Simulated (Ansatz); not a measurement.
**CH2ClF3Si: small, medium and large basis sets**

One table from this session's results is given with a row withheld; the runs are named, their logs left out.

Program: Ansatz 0.2.0, Gaussian basis. Level of theory: one geometry, several basis sets. These are calculated values, not measurements.

Levels to be run: PBE0-D4/def2-SVP; ωB97M-V/def2-SVP; PBE0-D4/def2-QZVPP; ωB97M-V/def2-QZVPP; the functionals' def2-TZVPP values are taken from earlier runs.

## The geometry

The geometry comes from an earlier relaxation with PBE0-D4 in a triple-zeta def2 set; it is a stationary point, not always the lowest conformer.

SMILES `FC(F)(F)[SiH2]Cl`, 8 atoms, charge 0, spin multiplicity 1.

Atoms are counted from 1 here; the program's logs count them from 0.

Bond lengths: F1–C2 1.341 Å, C2–F3 1.348 Å, C2–F4 1.341 Å, C2–Si5 1.931 Å, Si5–Cl6 2.036 Å, Si5–H7 1.477 Å, Si5–H8 1.477 Å. Angles: F1–C2–F3 107.1°, F1–C2–F4 107.3°, F1–C2–Si5 112.7°, F3–C2–F4 107.1°, F3–C2–Si5 109.7°, F4–C2–Si5 112.6°, C2–Si5–Cl6 108.2°, C2–Si5–H7 107.5°, C2–Si5–H8 107.6°, Cl6–Si5–H7 110.3°, Cl6–Si5–H8 110.3°, H7–Si5–H8 112.8°.

Coordinates:

```xyz
8

F     0.3151   -0.6744    1.7634
C     0.6658   -0.5399    0.4764
F     0.8208   -1.7814   -0.0248
F     1.8701    0.0493    0.4514
Si   -0.6520    0.4202   -0.5589
Cl   -0.8523    2.2830    0.2381
H    -0.1497    0.5068   -1.9451
H    -1.9256   -0.3208   -0.4563
```

The first run:

Input file in.yaml:

```yaml
crystal:
  periodic: [false, false, false]
  atoms:
    - {symbol: F, position_ang: [0.315114, -0.674377, 1.763414]}
    - {symbol: C, position_ang: [0.665812, -0.539888, 0.476427]}
    - {symbol: F, position_ang: [0.820825, -1.781385, -0.024818]}
    - {symbol: F, position_ang: [1.870118, 0.049297, 0.451410]}
    - {symbol: Si, position_ang: [-0.652049, 0.420200, -0.558894]}
    - {symbol: Cl, position_ang: [-0.852253, 2.283019, 0.238071]}
    - {symbol: H, position_ang: [-0.149702, 0.506772, -1.945112]}
    - {symbol: H, position_ang: [-1.925564, -0.320836, -0.456297]}
basis:
  gaussian: {orbitals: def2-SVP}
hamiltonian: {xc: pbe0, dispersion: d4}
output: {orbitals: {seedname: orbitals}}
```

On the command line:

```console
$ ansatz run in.yaml --threads 4 --pin off --events-out ev --progress --plain --max-ram 10444MiB
```

Among the steps run: PBE0-D4 in def2-SVP; ωB97M-V in def2-SVP; PBE0-D4 in def2-QZVPP; ωB97M-V in def2-QZVPP.

One table of the session follows, with a row left open; its other results are not shown here.

It belongs to the step «Density functionals: the series». 

```
functional       basis  HOMO (eV)  LUMO (eV)
   PBE0-D4    def2-SVP      -9.22      -0.07
   PBE0-D4  def2-TZVPP      -9.37      -0.40
   PBE0-D4  def2-QZVPP      -9.40      -0.55
   ωB97M-V    def2-SVP          ?          ?
   ωB97M-V  def2-TZVPP     -11.62       1.45
   ωB97M-V  def2-QZVPP     -11.67       1.12
```

Estimate the missing values for ωB97M-V, def2-SVP.

The run gave: HOMO (eV): -11.43; LUMO (eV): 1.96. In the column «HOMO (eV)» it lies between ωB97M-V, def2-TZVPP (-11.62) and PBE0-D4, def2-QZVPP (-9.40).
